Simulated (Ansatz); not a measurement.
**CH4BInO: basis-set convergence**

An exercise on one series of results from a longer session: the logs are not shown, and one member is left open.

Computed with Ansatz 0.2.0, Gaussian basis. Level: one geometry, several basis sets.

Plan: PBE0-D4/def2-SVP; ωB97M-V/def2-SVP; PBE0-D4/def2-QZVPP; ωB97M-V/def2-QZVPP; the functionals' def2-TZVPP values are taken from earlier runs.

## The geometry

The geometry comes from an earlier relaxation with PBE0-D4 in a triple-zeta def2 set; it is a stationary point, not always the lowest conformer. In takes the def2 core potential; no spin-orbit term is included.

SMILES `[InH2][B]1CO1`, 8 atoms, charge 0, spin multiplicity 1.

Atoms are counted from 1 here; the program's logs count them from 0.

Bond lengths: In1–B2 2.231 Å, In1–H5 1.725 Å, In1–H6 1.725 Å, B2–C3 1.528 Å, B2–O4 1.337 Å, C3–O4 1.481 Å, C3–H7 1.086 Å, C3–H8 1.086 Å. Angles: B2–In1–H5 121.2°, B2–In1–H6 121.2°, H5–In1–H6 117.6°, In1–B2–C3 158.2°, In1–B2–O4 140.0°, C3–B2–O4 61.8°, B2–C3–O4 52.7°, B2–C3–H7 122.0°, B2–C3–H8 122.0°, O4–C3–H7 113.0°, O4–C3–H8 113.0°, H7–C3–H8 115.0°, B2–O4–C3 65.5°.

Set-up of the first run:

Input file in.yaml:

```yaml
crystal:
  periodic: [false, false, false]
  atoms:
    - {symbol: In, position_ang: [-0.978651, 1.532832, -0.743779]}
    - {symbol: B, position_ang: [0.301359, -0.076492, 0.120884]}
    - {symbol: C, position_ang: [0.683803, -1.466375, 0.627712]}
    - {symbol: O, position_ang: [1.541978, -0.260777, 0.583135]}
    - {symbol: H, position_ang: [-1.065466, 1.785909, -2.448115]}
    - {symbol: H, position_ang: [-1.964986, 2.527303, 0.263481]}
    - {symbol: H, position_ang: [0.461527, -1.791161, 1.639991]}
    - {symbol: H, position_ang: [1.020437, -2.251240, -0.043310]}
basis:
  gaussian: {orbitals: def2-SVP}
hamiltonian: {xc: pbe0, dispersion: d4}
output: {orbitals: {seedname: orbitals}}
```

Run with:

```console
ansatz run in.yaml --threads 2 --pin off --events-out ev --progress --plain --max-ram 4352MiB
```

Steps of the session up to this table: PBE0-D4 in def2-SVP; ωB97M-V in def2-SVP; PBE0-D4 in def2-QZVPP; ωB97M-V in def2-QZVPP.

One of the session's tables, all rows but one given; the rest of the session is left out.

It belongs to the step «Density functionals: the series». 

| functional | basis | HOMO (eV) | LUMO (eV) |
| --- | --- | --- | --- |
| PBE0-D4 | def2-SVP | -7.32 | -1.94 |
| PBE0-D4 | def2-TZVPP | -7.37 | -2.00 |
| PBE0-D4 | def2-QZVPP | -7.38 | -2.01 |
| ωB97M-V | def2-SVP | -9.44 | -0.36 |
| ωB97M-V | def2-TZVPP | -9.50 | -0.52 |
| ωB97M-V | def2-QZVPP | ? | ? |

**Question.** Estimate the row for ωB97M-V, def2-QZVPP.

The run gave: HOMO (eV): -9.51; LUMO (eV): -0.54. In the column «HOMO (eV)» it is the lowest.
